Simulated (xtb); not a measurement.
# GeH2F (SMILES [F][GeH2]): GFN0-xTB

What is the energy change on altering one bond length of GeH2F at GFN0-xTB? 

Program for the calculation: xtb 6.7.1.

9 further runs of the same task are left out: 9 set aside as unsound or not needed.

### 1 Starting point

GeH2F has 4 atoms, charge 0, and is taken as a doublet. As SMILES, `[F][GeH2]`. The shape is that of a PBE0-D4/def2-TZVP optimisation.

Bond lengths: F1–Ge2 1.745 Å, Ge2–H3 1.549 Å, Ge2–H4 1.549 Å. Angles: F1–Ge2–H3 105.4°, F1–Ge2–H4 105.4°, H3–Ge2–H4 113.3°.

### 2 Energy and gradient at GFN0-xTB

xtb.inp

```
$chrg 0
$spin 1
$end
```

mol.xyz

```xyz
4
FGeH2
F      0.13820    -0.58540     1.44200
Ge     0.30570    -0.22320    -0.25710
H     -1.07880    -0.52780    -0.88200
H      0.69040     1.27600    -0.32310
```

Started as:

```sh
$ xtb mol.xyz -I xtb.inp --grad --gfn 0 > xtb.out 2> xtb.err
```

What it wrote, shortened:

```text
* xtb version 6.7.1
[...]
          :  # basis functions                  18          :
[...]
          :  # electrons                        13          :
[...]
 Zeroth order Hamiltonian       ...        0 min,  0.000 sec ( 13.894%)
[...]
         ::                     SUMMARY                     ::
         :::::::::::::::::::::::::::::::::::::::::::::::::::::
         :: total energy              -7.001618483915 Eh    ::
         :: gradient norm              0.026790313201 Eh/a0 ::
         :: HOMO-LUMO gap              4.976417682371 eV    ::
         ::.................................................::
         :: H0 energy                 -6.915231126537 Eh    ::
         :: repulsion energy           0.019092269255 Eh    ::
         :: electrostat energy        -0.105080979881 Eh    ::
         :: -> Gsolv                   0.000000000000 Eh    ::
         ::    -> Gsasa                0.000000000000 Eh    ::
         ::    -> Gshift               0.000000000000 Eh    ::
         :: dispersion energy         -0.000398646753 Eh    ::
         :: short-range corr.          0.000000000000 Eh    ::
         :: add. restraining           0.000000000000 Eh    ::
         :: total charge              -0.000000000000 e     ::
         :::::::::::::::::::::::::::::::::::::::::::::::::::::
[...]
         7        1.0000           -0.3654493              -9.9444 (HOMO)
         8                         -0.1825693              -4.9680 (LUMO)
[...]
     #   Z          covCN         q      C6AA      α(0)
     1   9 F        0.715    -0.313    12.527     4.078
     2  32 Ge       2.563     0.578   221.801    28.950
     3   1 H        0.924    -0.132     6.842     4.091
     4   1 H        0.924    -0.132     6.843     4.091
[...]
     #   Z sym  total        # sym  WBO       # sym  WBO       # sym  WBO
 ---------------------------------------------------------------------------
     1   9 F    1.213 --     2 Ge   1.150
     2  32 Ge   2.989 --     1 F    1.150     4 H    0.919     3 H    0.919
     3   1 H    0.987 --     2 Ge   0.919
     4   1 H    0.987 --     2 Ge   0.919
 ---------------------------------------------------------------------------
[...]
          | TOTAL ENERGY               -7.001618483915 Eh   |
          | GRADIENT NORM               0.026790313201 Eh/α |
          | HOMO-LUMO GAP               4.976417682371 eV   |
           -------------------------------------------------
[...]
```

Standard error:

```text
normal termination of xtb
```

It took 0.025 s on 1 thread of Intel Xeon Platinum 8488C (Sapphire Rapids), shared host.

### 3 The distorted shape

start.xyz

```xyz
4

F      0.022798    -1.035130     1.461799
Ge     0.190298    -0.672930    -0.237301
H     -1.194202    -0.977530    -0.862201
H      0.690400     1.276000    -0.323100
```

Started as:

```sh
$ xtb start.xyz --gfn0 -u 1 --grad --json | tee start.out
```

What it wrote, shortened:

```text
* xtb version 6.7.1
[...]
          :  # basis functions                  18          :
[...]
          :  # electrons                        13          :
[...]
 Zeroth order Hamiltonian       ...        0 min,  0.000 sec ( 14.180%)
[...]
         ::                     SUMMARY                     ::
         :::::::::::::::::::::::::::::::::::::::::::::::::::::
         :: total energy              -6.972418397957 Eh    ::
         :: gradient norm              0.047766438551 Eh/a0 ::
         :: HOMO-LUMO gap              3.859980937991 eV    ::
         ::.................................................::
         :: H0 energy                 -6.885028794993 Eh    ::
         :: repulsion energy           0.013058014281 Eh    ::
         :: electrostat energy        -0.099930765399 Eh    ::
         :: -> Gsolv                   0.000000000000 Eh    ::
         ::    -> Gsasa                0.000000000000 Eh    ::
         ::    -> Gshift               0.000000000000 Eh    ::
         :: dispersion energy         -0.000516851845 Eh    ::
         :: short-range corr.          0.000000000000 Eh    ::
         :: add. restraining           0.000000000000 Eh    ::
         :: total charge              -0.000000000000 e     ::
         :::::::::::::::::::::::::::::::::::::::::::::::::::::
[...]
         7        1.0000           -0.3804280             -10.3520 (HOMO)
         8                         -0.2385763              -6.4920 (LUMO)
[...]
     #   Z          covCN         q      C6AA      α(0)
     1   9 F        0.715    -0.313    12.522     4.077
     2  32 Ge       1.853     0.543   270.774    33.839
     3   1 H        0.924    -0.130     6.746     4.062
     4   1 H        0.214    -0.100    13.565     6.716
[...]
     #   Z sym  total        # sym  WBO       # sym  WBO       # sym  WBO
 ---------------------------------------------------------------------------
     1   9 F    1.304 --     2 Ge   1.211
     2  32 Ge   2.934 --     1 F    1.211     3 H    0.902     4 H    0.820
     3   1 H    0.990 --     2 Ge   0.902
     4   1 H    0.918 --     2 Ge   0.820
 ---------------------------------------------------------------------------
[...]
          | TOTAL ENERGY               -6.972418397957 Eh   |
          | GRADIENT NORM               0.047766438551 Eh/α |
          | HOMO-LUMO GAP               3.859980937991 eV   |
           -------------------------------------------------
[...]
```

Standard error:

```text
normal termination of xtb
```

Wall time 0.025 s (1 thread of Intel Xeon Platinum 8488C (Sapphire Rapids), shared host).

### 4 Summary of results

Level: GFN0-xTB.

| quantity | value |
| --- | --- |
| first shape: total energy | -7.00162 Eh |
| first shape: dipole moment | 1.88 D |
| first shape: HOMO energy (partly filled) | -9.94 eV |
| first shape: LUMO energy | -4.97 eV |
| first shape: dispersion energy | -1.05 kJ/mol |
| first shape: largest force on an atom | 0.752 eV/Å |
| first shape: mean polarisability (D4 model) | 41.2 bohr³ |
| distorted shape: total energy | -6.97242 Eh |
| distorted shape: dipole moment | 2.73 D |
| distorted shape: HOMO energy (partly filled) | -10.35 eV |
| distorted shape: LUMO energy | -6.49 eV |
| distorted shape: dispersion energy | -1.36 kJ/mol |
| distorted shape: largest force on an atom | 1.872 eV/Å |
| distorted shape: mean polarisability (D4 model) | 48.7 bohr³ |
| energy change with the Ge2–H4 bond stretched from 1.549 to 2.014 Å | 0.795 eV |

What this shows: With the Ge2–H4 bond stretched from 1.549 to 2.014 Å the energy rises by 0.79 eV (76.7 kJ/mol). The first shape isn't relaxed at this level, so the change isn't measured from a minimum. The largest force (first shape) is 0.75 eV/Å: the shape isn't a stationary point for this species at this level.
